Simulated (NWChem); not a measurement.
# C2HBrCl2 (SMILES Cl/C=C(/Cl)Br) at 6 levels

Aim: a comparison of 6 runs (HF/STO-3G, HF/3-21G, r2SCAN/6-31G**, B3LYP/STO-3G, B3LYP/6-31G*) of C2HBrCl2. 

The results are computed with NWChem 7.3.0.

## Step 1: Starting point

C2HBrCl2: 6 atoms, total charge 0, spin state singlet. SMILES: `Cl/C=C(/Cl)Br`. The coordinates come from a PBE0-D4/def2-TZVP relaxation.

Bond lengths: Cl1–C2 1.701 Å, C2–C3 1.329 Å, C3–Cl4 1.711 Å, C3–Br5 1.866 Å, C2–H6 1.082 Å. Angles: Cl1–C2–C3 124.4°, C2–C3–Cl4 120.1°, C2–C3–Br5 123.9°, Cl4–C3–Br5 116.0°, Cl1–C2–H6 115.2°, C3–C2–H6 120.4°.

## Step 2: Energy and gradient at HF/STO-3G (run 1)

struct.nw

```
start struct
memory total 2200 mb

geometry units atomic noautosym nocenter noautoz
   Cl     2.06509271     1.86043537     2.92113864
   C      1.20715705     0.68559264     0.05518000
   C     -0.89100587    -0.62625524    -0.36944146
   Cl    -1.54900850    -1.71190290    -3.34405935
   Br    -3.26147832    -1.40406651     2.12178449
   H      2.50898938     1.07525416    -1.47190768
end

basis spherical bse
   * library STO-3G
end

scf
   thresh 1e-08
   maxiter 80
end

task scf gradient
```

Command:

```bash
$ nwchem struct.nw > struct.out
```

Standard output:

```text
[...]
  functions       =    47
[...]
  wavefunction    = RHF
[...]
         Total SCF energy =  -3529.160482525461
      One-electron energy =  -5852.733113863972
      Two-electron energy =   1856.260777654200
 Nuclear repulsion energy =    467.311853684310
        Time for solution =      4.1s
[...]
                         RHF ENERGY GRADIENTS
    atom               coordinates                        gradient
                 x          y          z           x          y          z
   1 Cl      2.065093   1.860435   2.921139   -0.013469  -0.018268  -0.044244
   2 C       1.207157   0.685593   0.055180    0.024094   0.025339   0.048288
   3 C      -0.891006  -0.626255  -0.369441   -0.018411  -0.022795  -0.051375
   4 Cl     -1.549009  -1.711903  -3.344059    0.007637   0.016155   0.049546
   5 Br     -3.261478  -1.404067   2.121784    0.003063   0.000795  -0.004097
   6 H       2.508989   1.075254  -1.471908   -0.002915  -0.001227   0.001882
[...]
```

Run time: 6.3 s. Hardware: 1 thread of Intel Xeon Platinum 8488C (Sapphire Rapids), shared host; peak memory 0.1 GiB.

## Step 3: Energy and gradient at HF/3-21G (run 2)

test.nw

```
echo
start test
title "C2HBrCl2 gradient"
memory stack 880 mb heap 220 mb global 1100 mb

geometry units angstroms noautosym nocenter noautoz
Cl     1.092800     0.984500     1.545800
C      0.638800     0.362800     0.029200
C     -0.471500    -0.331400    -0.195500
Cl    -0.819700    -0.905900    -1.769600
Br    -1.725900    -0.743000     1.122800
H      1.327700     0.569000    -0.778900
end

basis "ao basis" spherical bse
* library 3-21G
end

scf
thresh 1e-08
maxiter 80
print low
end

task scf gradient
```

Command:

```bash
$ nwchem test.nw > test.out
```

Standard output:

```text
[...]
  functions       =    68
[...]
  wavefunction    = RHF
[...]
         Total SCF energy =  -3550.469873303652
      One-electron energy =  -5868.377330891288
      Two-electron energy =   1850.595570261170
 Nuclear repulsion energy =    467.311887326466
        Time for solution =      5.1s
[...]
                         RHF ENERGY GRADIENTS
    atom               coordinates                        gradient
                 x          y          z           x          y          z
   1 Cl      2.065093   1.860435   2.921138   -0.013420  -0.017502  -0.041136
   2 C       1.207157   0.685593   0.055180    0.032306   0.032180   0.057168
   3 C      -0.891006  -0.626255  -0.369441   -0.048066  -0.036274  -0.036043
   4 Cl     -1.549008  -1.711903  -3.344059    0.007718   0.014552   0.042596
   5 Br     -3.261478  -1.404066   2.121784    0.014321   0.004941  -0.014015
   6 H       2.508989   1.075254  -1.471908    0.007140   0.002102  -0.008569
 Task  times  cpu:        6.6s     wall:        6.6s
 Total times  cpu:        6.6s     wall:        6.6s
```

It took 7.2 s on 1 thread of Intel Xeon Platinum 8488C (Sapphire Rapids), shared host; peak memory 0.1 GiB.

Runs 3 to 5 aren't shown in full; the table further down has their settings and results.

## Step 4: Energy and gradient at B3LYP/6-31G(d) (Cartesian functions) (run 6)

calc.nw

```
echo
start calc
title "C2HBrCl2 B3LYP"
memory 2200 mb
charge 0
geometry units angstroms noautosym nocenter noautoz
   Cl     1.092800     0.984500     1.545800
   C      0.638800     0.362800     0.029200
   C     -0.471500    -0.331400    -0.195500
   Cl    -0.819700    -0.905900    -1.769600
   Br    -1.725900    -0.743000     1.122800
   H      1.327700     0.569000    -0.778900
end
basis cartesian
   * library 6-31G*
end
dft
   xc b3lyp
   grid fine
   convergence energy 1e-08
   maxiter 100
   mulliken
end
task dft gradient
```

Command:

```bash
$ nwchem calc.nw > calc.out
```

Standard output:

```text
[...]
          Wavefunction type:  closed shell.
          No. of atoms     :     6
          No. of electrons :    82
[...]
          Charge           :     0
          Spin multiplicity:     1
[...]
          AO basis - number of functions:   105
[...]
              XC Information
              --------------
                         B3LYP Method XC Potential
                     Hartree-Fock (Exact) Exchange  0.200
                        Slater Exchange Functional  0.800 local
                    Becke 1988 Exchange Functional  0.720 non-local
              Lee-Yang-Parr Correlation Functional  0.810
                  VWN I RPA Correlation Functional  0.190 local
[...]
 d= 0,ls=0.0,diis     1  -3570.9340695903 -4.04D+03  1.73D-02  2.28D+00     3.7
[...]
 d= 0,ls=0.0,diis    10  -3571.0489731264 -8.97D-09  7.52D-07  8.94D-09    26.8
         Total DFT energy =    -3571.048973126355
      One electron energy =    -5886.109904328162
           Coulomb energy =     2006.769782755822
    Exchange-Corr. energy =     -159.020738880481
 Nuclear repulsion energy =      467.311887326466
[...]
  wavefunction    = closed shell
                         DFT ENERGY GRADIENTS
    atom               coordinates                        gradient
                 x          y          z           x          y          z
   1 Cl      2.065093   1.860435   2.921138   -0.005811  -0.006303  -0.012432
   2 C       1.207157   0.685593   0.055180   -0.004285  -0.000505   0.008358
   3 C      -0.891006  -0.626255  -0.369441   -0.001092  -0.001061  -0.001873
   4 Cl     -1.549008  -1.711903  -3.344059    0.002893   0.005120   0.014570
   5 Br     -3.261478  -1.404066   2.121784    0.009651   0.003346  -0.009381
   6 H       2.508989   1.075254  -1.471908   -0.001356  -0.000597   0.000759
[...]
```

Wall time 38 s (1 thread of Intel Xeon Platinum 8488C (Sapphire Rapids), shared host); peak memory 0.13 GiB.

## Step 5: All runs side by side

| run | level | iteration cap | module | energy (Eh) | dipole moment (D) | HOMO energy (eV) | LUMO energy (eV) | wall time |
| --- | --- | --- | --- | --- | --- | --- | --- | --- |
| 1 | HF/STO-3G | 80 | scf | -3529.160483 | 0.66 | -8.36 | 6.54 | 6.3 s |
| 2 | HF/3-21G | 80 | scf | -3550.469873 | – | – | – | 7.2 s |
| 3 | r2SCAN/6-31G** (spherical functions) | 100 | dft | -3570.859353 | – | – | – | 46 s |
| 4 | B3LYP/STO-3G | 100 | dft | -3532.180382 | 0.34 | -5.23 | 1.75 | 9.9 s |
| 5 | B3LYP/6-31G* (spherical functions) | 100 | dft | -3571.032088 | 0.83 | -6.97 | -0.75 | 41 s |
| 6 | B3LYP/6-31G* (Cartesian functions) | 100 | dft | -3571.048973 | 0.83 | -6.98 | -0.75 | 38 s |

## Step 6: Summary of results

```
                       quantity           value
            run 6: total energy  -3571.04897 Eh
           run 6: dipole moment          0.83 D
             run 6: HOMO energy        -6.98 eV
             run 6: LUMO energy        -0.75 eV
           run 6: HOMO–LUMO gap         6.23 eV
run 6: largest force on an atom      0.808 eV/Å
```

In words: Over runs 1, 4, 5, 6 the dipole moment (its size) runs from 0.34 D (B3LYP/STO-3G) to 0.83 D (B3LYP/6-31G*). Over runs 1, 4, 5, 6 the HOMO–LUMO gap runs from 6.23 eV (B3LYP/6-31G*) to 14.91 eV (HF/STO-3G). The two ends differ in method and basis. Totals of different functionals can't be ranked against each other. In runs 1, 4 the basis is minimal, so the values are rough. All runs together took 2.5 min, the longest 46 s.
